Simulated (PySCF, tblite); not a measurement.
# C4H12O2SSi2: geometry, infrared bands and NMR shifts

Wanted: the infrared bands and NMR shifts of C4H12O2SSi2 (`CO[Si@@H](O)/C=C\[SiH2]SC`), by calculation.

The runs use tblite 0.8.0 and PySCF 2.14.0, with density-fitted response routines of our own; the level of theory stands in each step. All values are computed, except where a source is named. Atoms count from 0, in the outputs and in this text.

## 1. The molecule as given

21 atoms, charge 0, multiplicity 1; geometry from: force field or distance geometry start.

Bonds of the start (Å): C0–O1 1.40, O1–Si2 1.72, Si2–O3 1.73, Si2–C4 1.84, C4–C5 1.31, C5–Si6 1.85, Si6–S7 2.15, S7–C8 1.79, C0–H9 1.11, C0–H10 1.11, C0–H11 1.09, Si2–H12 1.47, O3–H13 0.98, C4–H14 1.10, C5–H15 1.11, Si6–H16 1.49, Si6–H17 1.46, C8–H18 1.12, C8–H19 1.10, C8–H20 1.12.

## 2. Relaxing the molecule with GFN2-xTB

The job: settings as JSON, then the geometry in Å.

```
{"job": {"kind": "relax", "xc": "GFN2-xTB", "basis": "xTB"}, "charge": 0, "multiplicity": 1}
C     -3.730000    -0.900300    -0.185600
O     -3.407300     0.452500    -0.337400
Si    -1.702500     0.706600    -0.306400
O     -1.460600     2.389700     0.016200
C     -1.011800    -0.366900     1.025000
C      0.279200    -0.546600     1.098200
Si     1.424700     0.271800    -0.106800
S      3.118700    -1.024200    -0.347900
C      4.695200    -0.215600    -0.113700
H     -4.381700    -1.167500    -1.045700
H     -4.290300    -1.077700     0.751600
H     -2.791400    -1.458400    -0.254500
H     -1.217400     0.344800    -1.641500
H     -2.322500     2.813000     0.230700
H     -1.732100    -0.822000     1.715800
H      0.675600    -1.191800     1.914800
H      1.859500     1.551100     0.525500
H      0.819200     0.493600    -1.412000
H      5.416500    -0.988500     0.263200
H      4.678600     0.598600     0.626300
H      5.071600     0.154800    -1.106800
```

On the command line:

```sh
OMP_NUM_THREADS=1 python probes_run.py task.json out
```

This one command runs all jobs of the session in turn.

**Question.** This job is followed by: GFN2-xTB harmonic vibrations, gas phase; GIAO PBE0/pcSseg-1 NMR shielding, non-relativistic, gas phase. What will the session give for the following? strongest single infrared mode (GFN2-xTB); zero-point energy (GFN2-xTB); ¹³C shifts against TMS (PBE0/pcSseg-1); ¹H shifts against TMS (PBE0/pcSseg-1, means over atoms taken as alike); ¹⁷O shifts against H2O (PBE0/pcSseg-1); ²⁹Si shifts against TMS (PBE0/pcSseg-1); ³³S shifts against CS2 (PBE0/pcSseg-1).

As calculated:

| quantity | value |
| --- | --- |
| strongest single infrared mode (GFN2-xTB) | 865 cm⁻¹, 358 km/mol |
| zero-point energy (GFN2-xTB) | 94.6 kcal/mol |
| ¹³C shifts against TMS (PBE0/pcSseg-1) | 156.3, 152.8, 51.1, 14.2 ppm |
| ¹H shifts against TMS (PBE0/pcSseg-1, means over atoms taken as alike) | 7.30, 7.04, 5.29, 5.22, 5.15, 3.94, 1.98, 1.90 ppm |
| ¹⁷O shifts against H2O (PBE0/pcSseg-1) | 47.9, 25.9 ppm |
| ²⁹Si shifts against TMS (PBE0/pcSseg-1) | -28.2, -39.3 ppm |
| ³³S shifts against CS2 (PBE0/pcSseg-1) | -190 ppm |

In words: Relaxing lowered the energy by 1.121 eV in 278 steps; the close pair that moved most is Si2–O3, from 1.731 to 1.625 Å. No mode is imaginary among the 57: a minimum at this level. The strongest single mode, at 865 cm⁻¹, moves mainly H13. Unscaled tight-binding wavenumbers are off by several per cent, some by more. Its intensities can rank the bands wrongly.
